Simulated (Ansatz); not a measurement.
CH7BNP, SMILES CBPN, a rigid torsion scan

Computed with Ansatz 0.2.0 through its Python package.

Notebook, run cell by cell (the value of a cell's last expression is shown):

In [1]:
```python
import warnings

import ansatz as az
from ase import Atoms
```

In [2]:
```python
BASIS_SET = "def2-SVP"
FUNCTIONAL = "hf"
FMAX = 0.02
```

In [3]:
```python
warnings.simplefilter("ignore", az.DeckWarning)
```

In [4]:
```python
atoms = Atoms(["C", "B", "P", "N", "H", "H", "H", "H", "H", "H", "H"], positions=[
    (-0.8908, 1.1257, 0.4527),
    (0.5041, 0.9517, -0.1775),
    (1.4093, -0.7197, 0.0468),
    (0.2117, -1.7029, -0.6779),
    (-1.2839, 2.1947, 0.2061),
    (-0.9008, 1.0365, 1.5381),
    (-1.6219, 0.4468, -0.0025),
    (1.0817, 1.8598, -0.7488),
    (0.9779, -0.8975, 1.4648),
    (0.3351, -2.7051, -0.3918),
    (0.243, -1.6468, -1.6893),
])
```

In [5]:
```python
# relax first, so that the scan starts from a minimum
first = az.Crystal.molecule_from_ase(atoms).calculation()
first = first.basis(gaussian=BASIS_SET).functional(FUNCTIONAL)
first = first.relax(force_tolerance=FMAX, max_steps=80)
atoms.positions = first.run(threads=1, pin="off").report["positions_ang"]

start = atoms.get_dihedral(2, 1, 0, 4)
energies = {}
for turn in range(0, 121, 20):
    turned = atoms.copy()
    turned.set_dihedral(2, 1, 0, 4, start + turn, indices=[0, 4, 5, 6])
    base = (
        az.Crystal.molecule_from_ase(turned).calculation()
        .basis(gaussian=BASIS_SET)
        .functional(FUNCTIONAL)
    )
    energies[round((start + turn) % 360)] = base.run(threads=1, pin="off").report["free_energy_ev"]
floor = min(energies.values())
print("dihedral P2-B1-C0-H4 (deg)   E - E(min) (kcal/mol)")
for angle, e in sorted(energies.items()):
    print(f"{angle:8d} {23.060548 * (e - floor):14.3f}  " + "#" * int(30 * (e - floor) / max(max(energies.values()) - floor, 1e-9)))
```
```text
dihedral P2-B1-C0-H4 (deg)   E - E(min) (kcal/mol)
     231          0.000
     251          0.291  ####
     271          1.030  ################
     291          1.695  ###########################
     311          1.861  ##############################
     331          1.474  #######################
     351          0.861  #############
```

Notes:
- These settings explore the input space; basis and method may be short of convergence.
- The scan is rigid and the energies are electronic, in a modest basis. With rigid groups the curve can differ much from the relaxed path, the start wasn't checked as a minimum of this torsion, and equivalent turns needn't return to the same energy.
- Finished in 45 s on 1 thread of Arm Neoverse V2, on a shared host, peak memory 0.25 GiB.
